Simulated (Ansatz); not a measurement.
**SiGeC (quintet): from Hartree-Fock to the top rungs, cc-pVDZ**

The task here is to estimate one member of a computed series from the others.

The runs use Ansatz 0.2.0, Gaussian basis; cc-pVDZ, core rule «outside noble gas», up to 20 orbitals frozen.

The runs, in order: UHF; CCSD(T) on ROHF; CCSD(T) on UHF; BCCD(T) on ROHF; CISD as a restricted active space (open shells left free, so some higher excitations enter); CCSDT(Q) on ROHF; CCSDT(Q) on UHF; CASSCF and MRCISD+Q, 12 electrons in 11 orbitals; CASSCF and NEVPT2, 12 electrons in 11 orbitals.

25 further runs of the same task are left out: 11 that didn't finish, 14 set aside as unsound or not needed. Runs told in other sessions of the task aren't counted.

### The system

The geometry is a PBE0/def2-TZVP stationary point (not a proven minimum) of the parent state, kept for this charge and spin. No spin-orbit coupling is included. The filled d shell of Ge may be among the frozen orbitals whatever the setting's name suggests.

3 atoms, charge 0, spin multiplicity 5.

Atoms are counted from 1 here; the program's logs count them from 0.

Bond lengths: C1–Si2 1.692 Å, Si2–Ge3 2.283 Å. Angles: C1–Si2–Ge3 180.0°.

Set-up of the first run:

File in.yaml:

```yaml
crystal:
  periodic: [false, false, false]
  atoms:
    - {symbol: C, position_ang: [0.000000, 0.000000, -1.888667]}
    - {symbol: Si, position_ang: [0.000000, 0.000000, -0.197067]}
    - {symbol: Ge, position_ang: [0.000000, 0.000000, 2.085733]}
basis:
  gaussian: {orbitals: cc-pVDZ}
magnetization: {spin_polarized: true, initial_magnetization: 4}
hamiltonian: {xc: hf}
output: {orbitals: {seedname: orbitals}}
```

On the command line:

```sh
$ ansatz run in.yaml --threads 1 --pin off --events-out ev --progress --plain --max-ram 2393MiB
```

Steps of the session up to this table: UHF; CCSD(T) on ROHF; CCSD(T) on UHF; BCCD(T) on ROHF; CISD as a restricted active space (open shells left free, so some higher excitations enter); CCSDT(Q) on ROHF; CCSDT(Q) on UHF; CASSCF and MRCISD+Q, 12 electrons in 11 orbitals; CASSCF and NEVPT2, 12 electrons in 11 orbitals.

One table of the session follows, with a row left open; its other results are not shown here.

| method | from RCCSDT(Q) (meV) |
| --- | --- |
| ROHF | +7801.1 |
| UHF | +6991.7 |
| RMP2 | +1671.1 |
| UMP2 | +1838.5 |
| CISD | +1308.2 |
| RCCSD | +536.0 |
| UCCSD | +487.7 |
| RCCSD(T) | +124.0 |
| UCCSD(T) | +133.5 |
| BCCD(T) | ? |
| RCCSDT | +50.5 |
| UCCSDT | +35.1 |
| RCCSDT(Q) | 0 |
| UCCSDT(Q) | -10.0 |
| CASSCF frontier | +5165.4 |
| NEVPT2 frontier | +1154.0 |
| MRCISD frontier | +517.6 |
| MRCISD+Q frontier | +47.8 |

**Question.** Estimate the row for BCCD(T).

The run gave: from RCCSDT(Q) (meV): +124.3. In the column «from RCCSDT(Q) (meV)» it lies between RCCSD(T) (+124.0) and UCCSD(T) (+133.5).

Caveats from the session: Warnings: spin contamination; large T1 diagnostic. Restricted and unrestricted rows rest on different reference determinants; a gap between their highest levels can come from leftover correlation error, from unlike frozen cores or from another state.
